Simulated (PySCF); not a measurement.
# Os (Os5+): the cost of one run

Programs: PySCF 2.14.0, with routines of our own; each step states its level. All values are computed. Atoms count from 0.

## (1) The system as given

1 atom, charge 5, states of the metal's open shell are computed; geometry from: free ion.

## (2) Ligand-field states: state-averaged CASSCF

The job: settings as JSON, then the geometry in Å.

```
{"job": {"kind": "lf", "basis": {"metal": "x2c-TZVPall", "ligand": "x2c-SVPall"}, "nevpt": true}, "charge": 5, "metal": "Os", "open_shell": "d3"}
Os     0.000000     0.000000     0.000000
```

With the program's defaults for keys left out, this is: state-averaged CASSCF of the metal d shell, SC-NEVPT2 on the averaged canonical orbitals, state-interaction spin-orbit coupling.

Command:

```sh
OMP_NUM_THREADS=1 python lf_run.py task.json out
```

One launch serves the whole session: the jobs run in the order shown.

Q: Estimate the wall time and peak memory of this first job on 1 thread of Arm Neoverse V2, shared host.

About 7.7 s, with a peak of 0.24 GiB.
